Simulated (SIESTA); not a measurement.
DyAgB4F16 under changes of volume

One of the cells (16.227 Å³/atom); the others are scaled copies at fixed shape and fractional positions:

```
CELL_PARAMETERS angstrom
5.44112 -0.12076 -0.02881
0.15778 6.92834 0.12593
0.53526 1.22064 9.48465
ATOMIC_POSITIONS crystal
Dy 0.51876 0.02601 0.47270
Ag 0.00334 0.96545 0.98680
B 0.98036 0.21316 0.32146
B 0.55217 0.22849 0.80016
B 0.47398 0.81387 0.22278
B 0.99488 0.73873 0.66198
F 0.19569 0.23871 0.40012
F 0.91762 0.00599 0.35036
F 0.01495 0.27844 0.18119
F 0.77036 0.30014 0.38694
F 0.47824 0.41252 0.81513
F 0.80772 0.19836 0.81153
F 0.42117 0.07882 0.88957
F 0.49976 0.19637 0.64894
F 0.25564 0.75549 0.17357
F 0.46753 0.02609 0.22951
F 0.49290 0.73801 0.37387
F 0.68141 0.76736 0.14590
F 0.00495 0.57372 0.60172
F 0.19797 0.87532 0.59835
F 0.00421 0.71931 0.80673
F 0.76638 0.84964 0.62067
```

The cell was built by a generator and needn't be a form met in nature.

* Program: SIESTA 5.4.2
* Functional: PBE
* Potentials or basis: PseudoDojo 0.4 standard with PseudoDojo 3+ lanthanides (4f in the core) (PBE files)
* Basis: DZP (energy shift 0.003 Ry; two zetas on semicore shells)
* Grid cutoff: 800 Ry
* Energy shift: 0.003 Ry
* k mesh: 5 × 4 × 3
* Occupations: fermi-dirac, width 0.05 eV
* Spin: collinear spin, ferromagnetic start
* Starting moments: [5.0, 0.0, 0.0, 0.0, 0.0, 0.0, 0.0, 0.0, 0.0, 0.0, 0.0, 0.0, 0.0, 0.0, 0.0, 0.0, 0.0, 0.0, 0.0, 0.0, 0.0, 0.0] μB

```csv
volume (Å³/atom),energy over the lowest point (meV/atom),pressure (GPa),gap on the mesh (eV),largest force (eV/Å)
14.954,19.55,6.4,4.36,2.082
15.272,8.96,4.3,4.35,1.543
15.590,2.42,2.3,4.33,1.047
16.227,0.00,-1.0,4.30,0.205
16.545,?,?,?,?
16.863,9.50,-3.7,4.27,0.644
```

**Question.** What does the run at 16.545 Å³/atom give?

**Answer.** Energy over the lowest point 3.40 meV/atom; pressure -2.4 GPa; gap on the mesh 4.28 eV; largest force 0.265 eV/Å.

Worked out: A Birch-Murnaghan fit of order 3 (a polynomial in V^(-2/3)) to the other rows has its minimum at 16.02 Å³/atom with B0 = V·E''(V) = 81 GPa and B' = 4.3 at fixed shape and positions, which overstates the stiffness. It gives 3.41 meV/atom at 16.545 Å³/atom, against the run's 3.40, and -dE/dV = -2.4 GPa, against -2.4. A straight line through the other rows of the gap, of slope -0.767 eV per unit of ln V, gives 4.29 eV, against the run's 4.28.

Energies are extrapolated to zero smearing.

Caveats: the magnetic or orbital state may not be the lowest; short orbitals over semicore shells can move pressures by several GPa; spin-orbit coupling is left out, which moves the levels of the heavy elements; an odd mesh through Γ misses points on the zone boundary, where band edges often lie; the 4f electrons are frozen in the core as for a trivalent ion, so they carry no moment and show no levels; the basis of atomic orbitals isn't converged, which shifts pressures, moduli and gaps; forces of over 1 eV/Å show positions far from the minimum, so gaps and moduli don't describe the material at rest (some runs).
